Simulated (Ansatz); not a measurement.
# Eu2BBrN2: the cost of one run

Method: DFT PBEsol+U (U_eff = 3 eV on Eu 4f), scalar-relativistic, plane waves, PAW, in Ansatz 0.2.0.

2 further runs of the same task are left out: 2 set aside as unsound or not needed. Runs told in other sessions of the task aren't counted.

## Step 1: The system as given

The cell holds 25 atoms (B4Br4Eu9N8): a = 7.981 Å, b = 7.981 Å, c = 9.937 Å, α = 66.32°, β = 66.32°, γ = 60.00°.

The coordinates of this cell stand in the input of its own run.

The host was relaxed before at PBEsol+U (U_eff = 3 eV on Eu 4f): a = 3.990 Å, b = 3.990 Å, c = 26.412 Å, α = 90.00°, β = 90.00°, γ = 120.00° (conventional cell), 20.234 Å³/atom.

Places, in fractions of the supercell: Eu as an interstitial at (0.150, 0.150, 0.550). Its neighbours start displaced at random, with a spread of 0.05 Å in each coordinate.

## Step 2: Band edges of the host over the zone

File input.yaml:

```yaml
crystal:
  lattice:
    - [1.9951563188, 1.1519040394, 8.8041282816]
    - [-1.9951563188, 1.1519040394, 8.8041282816]
    - [0.0, -2.3038080739, 8.8041282822]
  atoms:
    - { symbol: B, position: [0.5, 0.5, 0.5] }
    - { symbol: Br, position: [0.0, 0.0, 0.0] }
    - { symbol: Eu, position: [0.2494303934, 0.2494303934, 0.2494303934], spin: 7.33 }
    - { symbol: Eu, position: [0.7505696066, 0.7505696066, 0.7505696066], spin: 7.33 }
    - { symbol: "N", position: [0.4489690186, 0.4489690186, 0.4489690186] }
    - { symbol: "N", position: [0.5510309814, 0.5510309814, 0.5510309814] }
basis:
  ecutwfc: 420
  xc_grid: 2
kpoints:
  mp_grid: { grid: [9, 9, 9] }
  band_path: { path: [VBM, CBM], npoints: 2 }
hamiltonian:
  xc: pbesol
  hubbard: { sites: [{ species: Eu, l: f, u_eff: 3.0 }] }
scf:
  occupations: { method: gaussian, width: 0.02 }
  lower_state_search: "off"
output:
  forces: true
  stress: true
  eigenvalues: true
  populations: true
  hubbard: { sites: [{ species: Eu, l: f }] }
magnetization:
  spin_polarized: true
checkpoint:
  read: start.run
  write: ck
  compress: false
  write_wavefunctions: false
  write_every: 100000
```

It reads its starting density from start.run, saved by an earlier run on this cell.

Command:

```bash
> ansatz run input.yaml --threads 8 --pin off --max-ram 14336MiB --backend cpu --events-out ev --progress --plain --runs-dir out
```

What time and memory should one allow on 8 threads of Intel Xeon 6975P-C (Granite Rapids), shared host?

About 7.7 s, with a peak of 1.3 GiB.
